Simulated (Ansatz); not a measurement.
# The cluster MgCu₄: the relaxed shape and its frontier levels

What does the cluster MgCu₄ look like as a singlet, and where do its frontier electrons sit?

Computed with Ansatz 0.2.0, Gaussian basis. Level: RKS PBE0-D4/def2-TZVP.

The runs, in order: relaxation at r2SCAN-D4/def2-SVP; a single point at PBE0-D4/def2-TZVP.

2 further runs of the same task are left out: 2 set aside as unsound or not needed.

## Step 1: Starting geometry

5 atoms, charge 0, spin multiplicity 1.

Atoms are counted from 1 here; the program's logs count them from 0.

Bond lengths: Mg1–Cu2 2.486 Å, Mg1–Cu3 2.484 Å, Cu2–Cu4 2.314 Å, Cu3–Cu5 2.313 Å, Cu4–Cu5 2.333 Å. Angles: Cu2–Mg1–Cu3 118.3°, Mg1–Cu2–Cu4 96.1°, Mg1–Cu3–Cu5 96.2°, Cu2–Cu4–Cu5 114.8°, Cu3–Cu5–Cu4 114.7°.

Coordinates:

```csv
atom,x (Å),y (Å),z (Å)
Mg1,0.9137,1.6087,0.1890
Cu2,-1.4671,1.4080,0.8740
Cu3,2.0419,-0.3943,-0.7526
Cu4,-1.7025,-0.8193,0.2920
Cu5,0.2141,-1.8031,-0.6024
```

No spin-orbit coupling is included.

The start is a GFN2-xTB geometry.

## Step 2: Optimising with r2SCAN-D4/def2-SVP

in.yaml reads:

```yaml
crystal:
  periodic: [false, false, false]
  atoms:
    - {symbol: Mg, position_ang: [0.913710, 1.608690, 0.189000]}
    - {symbol: Cu, position_ang: [-1.467100, 1.408010, 0.874030]}
    - {symbol: Cu, position_ang: [2.041850, -0.394300, -0.752600]}
    - {symbol: Cu, position_ang: [-1.702520, -0.819330, 0.292010]}
    - {symbol: Cu, position_ang: [0.214060, -1.803070, -0.602440]}
basis:
  gaussian: {orbitals: def2-SVP}
hamiltonian: {xc: r2scan, dispersion: d4}
scf: {lower_state_search: "off"}
output: {orbitals: {seedname: orbitals}}
relax: {f_tol: 0.02, max_steps: 100}
```

Launch:

```
$ ansatz run in.yaml --threads 4 --pin off --events-out ev --progress --plain --max-ram 8704MiB
```

Further steps of the session: Single point, PBE0-D4/def2-TZVP.

Before running them: what should the planned runs give, taken together? Wanted: point group; commonest bond; HOMO, LUMO at PBE0-D4/def2-TZVP; dipole at r2SCAN-D4/def2-SVP.

As calculated:

```
                       quantity                            value
                    point group                              C2v
                 commonest bond  Cu–Mg, 4 of mean length 2.488 Å
HOMO, LUMO at PBE0-D4/def2-TZVP                  -4.68, -2.23 eV
   dipole at r2SCAN-D4/def2-SVP                           0.36 D
```

What this shows: The relaxation broke 0 and made 2 bonds, so the end is another structure than the start. No usable vibrations, so a minimum isn't proven. Whether this spin is the lowest isn't tested here.
